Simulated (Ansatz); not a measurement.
## AlNi3, space group Fm-3m: a band structure, step by step

With the Ansatz DFT code, driven from Python.

The cells in order, each with its output:

```python
import ansatz
from ase import Atoms
import numpy as np

config = {
    'cutoff': 420,
    'k_density': 3.4,
    'scf_tol': 1e-07,
    'functional': 'lda',
    'extra_bands': 6,
}
```

```python
atoms = Atoms(
    ['Al', 'Ni', 'Ni', 'Ni'],
    scaled_positions=[
        (0.5, 0.5, 0.5),
        (0.25, 0.25, 0.25),
        (0.0, 0.0, 0.0),
        (0.75, 0.75, 0.75),
    ],
    cell=[
        (0.0, 2.801889, 2.801889),
        (2.801889, 0.0, 2.801889),
        (2.801889, 2.801889, 0.0),
    ],
    pbc=True,
)
atoms.set_initial_magnetic_moments([0.0, 1.5, 1.5, 1.5])
crystal = ansatz.Crystal.from_ase(atoms)
```

```python
# high-symmetry points in fractions of the reciprocal vectors
path = [
    ('K', (0.375, 0.375, 0.75)),
    ('G', (0.0, 0.0, 0.0)),
    ('L', (0.5, 0.5, 0.5)),
    ('W', (0.5, 0.25, 0.75)),
    ('X', (0.5, 0.0, 0.5)),
]
setup = (
    crystal.calculation()
    .spin('collinear')
    .occupations(ansatz.OccupationsMethod.COLD)
    .basis(config['cutoff'])
    .kpoints(density=config['k_density'])
    .pseudopotentials('paw')
    .scf(tolerance=config['scf_tol'])
    .functional(config['functional'])
    .band_structure([point for _, point in path], intervals=8)
    .scf(extra_bands=config['extra_bands'])
)
session = setup.session()
planned = session.plan(threads=1)
res = planned.execute()
data = res.report
```

    DeckWarning: the band count 35 (scf.n_extra_bands) hosts the net moment |M| = 4.5000 μB (N_el = 57) but caps the reachable moment at 2·n_bands − N_el = 13.0000 μB, below the 37 bands that the automatic rule leaves for it — a moment growing past the seed, or [...]
    RunWarning: the starting moments were not kept: the SCF closed with an absolute magnetisation of 5.2e-6 μB, where they sum to 4.5 μB in size (3 sites). That is at most 0.1 of that sum. Measured as dr2_m measures the in/out step, that magnetisation stands [...]

```python
data['n_electrons']
```

    57.0

```python
for key in ('converged', 'n_iterations', 'n_electrons', 'n_kpoints', 'n_pw', 'n_symmetry_ops', 'free_energy_ev', 'fermi_energy_ev'):
    print(f'{key:18s} {data[key]}')
```

    converged          True
    n_iterations       19
    n_electrons        57.0
    n_kpoints          20
    n_pw               869
    n_symmetry_ops     48
    free_energy_ev     -17834.602675270402
    fermi_energy_ev    16.040740659086843

```python
bands = res.band_structure()
fermi = bands.fermi_energy_ev
print(f'zero of the bands: {fermi:.3f} eV, the Fermi level found on the SCF mesh')
for spin, channel in enumerate(bands.channels):
    print('channel', spin, '- computed levels within 6 eV of the Fermi level')
    for i, (label, _) in enumerate(path):
        levels = channel.eigenvalues_ev[i * 8] - fermi
        print(f'  {label:3s}', ' '.join(f'{e:7.3f}' for e in levels if abs(e) < 6))
```

    zero of the bands: 16.041 eV, the Fermi level found on the SCF mesh
    channel 0 - computed levels within 6 eV of the Fermi level
      K    -5.325  -4.921  -3.786  -2.794  -2.745  -2.395  -2.172  -2.035  -1.814  -1.726  -1.431  -0.894  -0.753  -0.326  -0.322  -0.296   0.122   0.765   4.554
      G    -3.606  -3.606  -3.481  -3.481  -3.481  -2.393  -2.393  -2.393  -0.897  -0.897  -0.897  -0.550  -0.550  -0.490  -0.490   5.478   5.478   5.478   5.951   5.951   5.951
      L    -3.507  -3.507  -2.754  -2.702  -2.702  -2.385  -2.385  -1.767  -1.767  -1.731  -0.627  -0.627  -0.455  -0.455  -0.129   4.356   4.356   4.838   4.838   5.505
      W    -4.935  -4.935  -4.277  -2.740  -2.507  -2.507  -2.464  -2.038  -2.038  -1.462  -1.419  -0.603  -0.603  -0.567  -0.509  -0.098  -0.000  -0.000
      X    -5.814  -4.164  -3.989  -2.599  -2.599  -2.499  -1.974  -1.974  -1.418  -1.166  -1.166  -1.048  -0.744  -0.583  -0.340  -0.338  -0.338  -0.032   4.245   4.684
    channel 1 - computed levels within 6 eV of the Fermi level
      K    -5.325  -4.921  -3.786  -2.794  -2.745  -2.395  -2.172  -2.035  -1.814  -1.726  -1.431  -0.894  -0.753  -0.326  -0.322  -0.296   0.122   0.765   4.554
      G    -3.606  -3.606  -3.481  -3.481  -3.481  -2.393  -2.393  -2.393  -0.897  -0.897  -0.897  -0.550  -0.550  -0.490  -0.490   5.478   5.478   5.478   5.951   5.951   5.951
      L    -3.507  -3.507  -2.754  -2.702  -2.702  -2.385  -2.385  -1.767  -1.767  -1.731  -0.627  -0.627  -0.455  -0.455  -0.129   4.356   4.356   4.838   4.838   5.505
      W    -4.935  -4.935  -4.277  -2.740  -2.507  -2.507  -2.464  -2.038  -2.038  -1.462  -1.419  -0.603  -0.603  -0.567  -0.509  -0.098  -0.000  -0.000
      X    -5.814  -4.164  -3.989  -2.599  -2.599  -2.499  -1.974  -1.974  -1.418  -1.166  -1.166  -1.048  -0.744  -0.583  -0.340  -0.338  -0.338  -0.032   4.245   4.684

Total energies depend on the potentials; only differences at equal settings carry meaning. A total without «per atom» is that of the cell as typed. The SCF didn't keep the moments it started from (some shrank, vanished or turned); what is printed is the state reached. The mesh is modest for a metal, so energies can be off by several to tens of meV an atom and pressures by half a GPa or more; differences at equal mesh fare better. The zero of the levels is a convention of the potentials, so an absolute Fermi energy is no work function. The structure comes from a database of computed cells and needn't be a stable or known phase. Levels are Kohn-Sham eigenvalues on this mesh. Warnings are shown shortened and without file and line. Wall time of the script: 12 s on 1 thread of Arm Neoverse V1, on a shared host, peak memory 0.43 GiB.

(Lines on the test bed's own set-up are left out of the output.)
